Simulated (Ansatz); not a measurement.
# AsGa: the cost of one run

Method: the levels named in each step, in Ansatz 0.2.0.

## Step 1: The structure to begin with

Bond lengths: Ga1–As2 2.373 Å.

Structure file:

```xyz
2

Ga    0.0000    0.0000    0.0000
As    0.0000    0.0000    2.3735
```

## Step 2: A rough first relaxation, PBE-D4/def2-SVP

This run stands in another session on the same molecule. It ended at:

```xyz
2

Ga    0.0000    0.0000    0.0146
As    0.0000    0.0000    2.3588
```

## Step 3: Relaxation, PBE0-D4/def2-TZVPP

This run stands in another session on the same molecule. It ended at:

```xyz
2

Ga    0.0000    0.0000    0.0231
As    0.0000    0.0000    2.3504
```

## Step 4: Frequencies, PBE0-D4/def2-TZVPP

Contents of input.yaml:

```yaml
crystal:
  periodic: [false, false, false]
  atoms:
    - { symbol: Ga, position_ang: [0.0, 0.0, 0.02309353] }
    - { symbol: As, position_ang: [0.0, 0.0, 2.35036647] }
magnetization:
  spin_polarized: true
  initial_magnetization: 2
basis:
  gaussian: { orbitals: def2-TZVPP }
hamiltonian:
  xc: pbe0
  dispersion: d4
phonons: {}
```

Launch:

```console
$ ansatz run input.yaml --threads 2 --pin off --max-ram 5120MiB --backend cpu --events-out ev --progress --plain --runs-dir out
```

Q: Estimate wall time and peak memory on 2 threads of Oxide Virtual Turin-like (Zen 5), shared host.

About 18 s, with a peak of 0.28 GiB.
